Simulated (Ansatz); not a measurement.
**InPd (Pm-3m): the equilibrium volume**

At what volume is InPd (Pm-3m) free of pressure?

Computed with Ansatz 0.2.0 (DFT PBEsol, scalar-relativistic, plane waves, PAW, unless a step's input says otherwise).

### Step 1. The starting structure

Symmetry: Pm-3m, No. 221, cubic system. Conventional cell: a = 3.272 Å, b = 3.272 Å, c = 3.272 Å, α = 90.00°, β = 90.00°, γ = 90.00°. In (site symmetry m-3m) is surrounded by 8 Pd at 2.83 Å. Pd (site symmetry m-3m) has 8 In at 2.83 Å as nearest neighbours.

Structure file:

```
In Pd
1.0
     3.27188    0.00000    0.00000
     0.00000    3.27188    0.00000
     0.00000    0.00000    3.27188
In Pd
1 1
Direct
  0.00000 0.00000 0.00000
  0.50000 0.50000 0.50000
```

### Step 2. At the starting volume

Input file input.yaml:

```yaml
crystal:
  lattice:
    - [3.27188478, 0.0, 0.0]
    - [0.0, 3.27188478, 0.0]
    - [0.0, 0.0, 3.27188478]
  atoms:
    - { symbol: In, position: [0.0, 0.0, 0.0] }
    - { symbol: Pd, position: [0.5, 0.5, 0.5] }
basis:
  ecutwfc: 420
  ecutrho_ratio: 4
kpoints:
  mp_grid: { grid: [10, 10, 10] }
hamiltonian:
  xc: pbesol
scf:
  occupations: { method: gaussian, width: 0.05 }
output:
  forces: true
  stress: true
  eigenvalues: true
```

The run is started by

```console
> ansatz run input.yaml --threads 8 --pin off --max-ram 15360MiB --backend cpu --events-out ev --progress --plain --runs-dir out
```

The log of the run, shortened:

```text
Warning: RAYON_NUM_THREADS=8 ignored (pool sized by the plan → 8); use --threads N
[...]
Pseudopotentials: kind: paw
Pseudopotential: In, paw, valence charge 13, recommended cutoff 420 eV (normal), In.paw.azcp
Pseudopotential: Pd, paw, valence charge 18, recommended cutoff 420 eV (normal), Pd.paw.azcp
Functional definition: PBEsol
[...]
Crystal: 2 atoms, lattice volume = 35.026 Å³
Basis set: ecut = 420 eV, 691 PW (Γ), exchange–correlation on 48×48×48 points (8 copies of the dense FFT grid, shifted against one another)
Bands: 20, of which v1, the nominal top of the filled ones, is band 16 counted from 1 (15 counted from 0)
Symmetry: 48 space group operations
Space group: Pm-3m (ITA 221), of the structure as read, at distance tolerance 3.3e-5 Å
k-points: 56 of 1000
[...]
SCF iter   1: F=—  HF=-12433.116343 eV  |F-HF|=—  |Δ(HF+E_count)|=         —  Δρ=8.48e-3  dr2=2.68e-2  ethr=1.77e-3  ⟨swp⟩=5.8  Hψ=5035  notcnv=0
[...]
SCF iter   6: F=-12433.110849 eV  HF=-12433.110849 eV  |F-HF|=1.23e-9  |Δ(HF+E_count)|=   3.62e-8  Δρ=2.45e-6  dr2=1.53e-9  ethr=3.23e-10  ⟨swp⟩=6.1  Hψ=4559  notcnv=0
[...]
SCF converged after 6 iterations
Free energy (F): -12433.110849 eV
[...]
E sigma→0 (E₀):  -12433.109929 eV
Entropy (-TS):   -0.001840 eV (-0.920 meV/atom)
Fermi energy:    16.688764 eV
[...]
--- Forces (eV/Å), atoms counted from 1 ---
  atom   1  In    -0.00000000     0.00000000     0.00000000
  atom   2  Pd     0.00000000    -0.00000000     0.00000000
[...]
--- Stress (GPa, compression-positive) ---
       -2.668362      -0.000000      -0.000000
        0.000000      -2.668362       0.000000
       -0.000000       0.000000      -2.668362
  P = ⅓ Tr σ = -2.6684 GPa (-26.684 kbar)
--- Band table (eV; the first three rows and the last of 56) ---
  k-point 0: bands = ["-67.8919", "-33.6559", "-33.6559", "-33.6559", "1.7103", "1.7103", "2.1238", "2.1238", "2.1238", "6.4659", "12.7516", "12.7516", "14.2980", "14.2980", "14.2980", "20.7464", "20.7464", "20.7464", "25.9189", "27.1586"]
[...]
```

Wall time 0.76 s (8 threads of Intel Xeon Platinum 8259CL at 2.50GHz (Skylake/Cascade Lake), shared host); peak memory 0.42 GiB.

Result: volume 17.513 Å³/atom, pressure -2.67 GPa, no gap.

### Step 3. Stepping to 17.202 Å³/atom

Edit input.yaml of step 2 so:

```diff
@@ -2,5 +2,5 @@
   lattice:
-    - [3.27188478, 0.0, 0.0]
-    - [0.0, 3.27188478, 0.0]
-    - [0.0, 0.0, 3.27188478]
+    - [3.2523673137, 0.0, 0.0]
+    - [0.0, 3.2523673137, 0.0]
+    - [0.0, 0.0, 3.2523673137]
   atoms:
```

The run is started by

```console
> ansatz run input.yaml --threads 8 --pin off --max-ram 15360MiB --backend cpu --events-out ev --progress --plain --runs-dir out
```

The log of the run, shortened:

```text
Warning: RAYON_NUM_THREADS=8 ignored (pool sized by the plan → 8); use --threads N
[...]
Pseudopotentials: kind: paw
Pseudopotential: In, paw, valence charge 13, recommended cutoff 420 eV (normal), In.paw.azcp
Pseudopotential: Pd, paw, valence charge 18, recommended cutoff 420 eV (normal), Pd.paw.azcp
Functional definition: PBEsol
[...]
Crystal: 2 atoms, lattice volume = 34.403 Å³
Basis set: ecut = 420 eV, 691 PW (Γ), exchange–correlation on 48×48×48 points (8 copies of the dense FFT grid, shifted against one another)
Bands: 20, of which v1, the nominal top of the filled ones, is band 16 counted from 1 (15 counted from 0)
Symmetry: 48 space group operations
Space group: Pm-3m (ITA 221), of the structure as read, at distance tolerance 3.3e-5 Å
k-points: 56 of 1000
[...]
SCF iter   1: F=—  HF=-12433.122365 eV  |F-HF|=—  |Δ(HF+E_count)|=         —  Δρ=8.35e-3  dr2=2.50e-2  ethr=1.77e-3  ⟨swp⟩=5.8  Hψ=5078  notcnv=0
[...]
SCF iter   6: F=-12433.116974 eV  HF=-12433.116974 eV  |F-HF|=9.79e-10  |Δ(HF+E_count)|=   5.66e-9  Δρ=2.53e-6  dr2=1.25e-9  ethr=3.23e-10  ⟨swp⟩=6.0  Hψ=4537  notcnv=0
[...]
SCF converged after 6 iterations
Free energy (F): -12433.116974 eV
[...]
E sigma→0 (E₀):  -12433.115981 eV
Entropy (-TS):   -0.001986 eV (-0.993 meV/atom)
Fermi energy:    17.098891 eV
[...]
--- Forces (eV/Å), atoms counted from 1 ---
  atom   1  In    -0.00000000     0.00000000     0.00000000
  atom   2  Pd     0.00000000     0.00000000     0.00000000
[...]
--- Stress (GPa, compression-positive) ---
       -0.431872       0.000000       0.000000
       -0.000000      -0.431872       0.000000
        0.000000       0.000000      -0.431872
  P = ⅓ Tr σ = -0.4319 GPa (-4.319 kbar)
--- Band table (eV; the first three rows and the last of 56) ---
  k-point 0: bands = ["-67.5498", "-33.3147", "-33.3147", "-33.3147", "2.0492", "2.0492", "2.4849", "2.4849", "2.4849", "6.7072", "13.0573", "13.0573", "14.6494", "14.6494", "14.6494", "21.1673", "21.1673", "21.1673", "26.5451", "27.6742"]
[...]
```

Wall time 0.64 s (8 threads of Intel Xeon Platinum 8259CL at 2.50GHz (Skylake/Cascade Lake), shared host); peak memory 0.42 GiB.

Read off: volume 17.202 Å³/atom, pressure -0.43 GPa, a metal on this mesh.

### Step 4. Volume 17.145 Å³/atom

Edit input.yaml of step 3 so:

```diff
@@ -2,5 +2,5 @@
   lattice:
-    - [3.2523673137, 0.0, 0.0]
-    - [0.0, 3.2523673137, 0.0]
-    - [0.0, 0.0, 3.2523673137]
+    - [3.2487861999, 0.0, 0.0]
+    - [0.0, 3.2487861999, 0.0]
+    - [0.0, 0.0, 3.2487861999]
   atoms:
```

The run is started by

```console
> ansatz run input.yaml --threads 8 --pin off --max-ram 15360MiB --backend cpu --events-out ev --progress --plain --runs-dir out
```

The log of the run, shortened:

```text
Warning: RAYON_NUM_THREADS=8 ignored (pool sized by the plan → 8); use --threads N
[...]
Pseudopotentials: kind: paw
Pseudopotential: In, paw, valence charge 13, recommended cutoff 420 eV (normal), In.paw.azcp
Pseudopotential: Pd, paw, valence charge 18, recommended cutoff 420 eV (normal), Pd.paw.azcp
Functional definition: PBEsol
[...]
Crystal: 2 atoms, lattice volume = 34.290 Å³
Basis set: ecut = 420 eV, 691 PW (Γ), exchange–correlation on 48×48×48 points (8 copies of the dense FFT grid, shifted against one another)
Bands: 20, of which v1, the nominal top of the filled ones, is band 16 counted from 1 (15 counted from 0)
Symmetry: 48 space group operations
Space group: Pm-3m (ITA 221), of the structure as read, at distance tolerance 3.2e-5 Å
k-points: 56 of 1000
[...]
SCF iter   1: F=—  HF=-12433.122625 eV  |F-HF|=—  |Δ(HF+E_count)|=         —  Δρ=8.34e-3  dr2=2.47e-2  ethr=1.77e-3  ⟨swp⟩=5.8  Hψ=5091  notcnv=0
[...]
SCF iter   6: F=-12433.117136 eV  HF=-12433.117136 eV  |F-HF|=1.64e-11  |Δ(HF+E_count)|=   2.49e-8  Δρ=1.10e-6  dr2=2.09e-10  ethr=1.50e-10  ⟨swp⟩=3.4  Hψ=3988  notcnv=0
[...]
SCF converged after 6 iterations
Free energy (F): -12433.117136 eV
[...]
E sigma→0 (E₀):  -12433.116128 eV
Entropy (-TS):   -0.002017 eV (-1.008 meV/atom)
Fermi energy:    17.174782 eV
[...]
--- Forces (eV/Å), atoms counted from 1 ---
  atom   1  In    -0.00000000    -0.00000000    -0.00000000
  atom   2  Pd     0.00000000     0.00000000     0.00000000
[...]
--- Stress (GPa, compression-positive) ---
        0.012023       0.000000       0.000000
        0.000000       0.012023       0.000000
        0.000000       0.000000       0.012023
  P = ⅓ Tr σ = 0.0120 GPa (0.120 kbar)
--- Band table (eV; the first three rows and the last of 56) ---
  k-point 0: bands = ["-67.4866", "-33.2516", "-33.2516", "-33.2516", "2.1126", "2.1126", "2.5525", "2.5525", "2.5525", "6.7522", "13.1138", "13.1138", "14.7145", "14.7145", "14.7145", "21.2457", "21.2457", "21.2457", "26.6617", "27.7702"]
[...]
```

Wall time 0.66 s (8 threads of Intel Xeon Platinum 8259CL at 2.50GHz (Skylake/Cascade Lake), shared host); peak memory 0.43 GiB.

Result: volume 17.145 Å³/atom, pressure 0.01 GPa, a metal on this mesh.

### Step 5. Pressure against volume so far

```
step   level      mesh  relaxed  volume (Å³/atom)  pressure (GPa)
   2  PBEsol  10×10×10  nothing            17.513           -2.67
   3  PBEsol  10×10×10  nothing            17.202           -0.43
   4  PBEsol  10×10×10  nothing            17.145            0.01
```

The cell before and after:

| cell as typed | before | after | change |
| --- | --- | --- | --- |
| a (Å) | 3.272 | 3.249 | -0.7 % |
| b (Å) | 3.272 | 3.249 | -0.7 % |
| c (Å) | 3.272 | 3.249 | -0.7 % |
| volume (Å³/atom) | 17.513 | 17.145 | -2.1 % |
| shortest distance (Å) | 2.834 | 2.814 | -0.7 % |
| space group | Pm-3m | Pm-3m | same |

### Step 6. Outcome

| quantity | value |
| --- | --- |
| volume | 17.145 Å³/atom |
| pressure | 0.01 GPa |
| conventional cell | a = 3.249 Å, b = 3.249 Å, c = 3.249 Å, α = 90.00°, β = 90.00°, γ = 90.00° |
| gap on the mesh | none (metal) |

From the first run shown, the volume went from 17.51 to 17.14 Å³/atom (-2.1 %) in 3 runs, where the pressure is zero within 0.01 GPa.
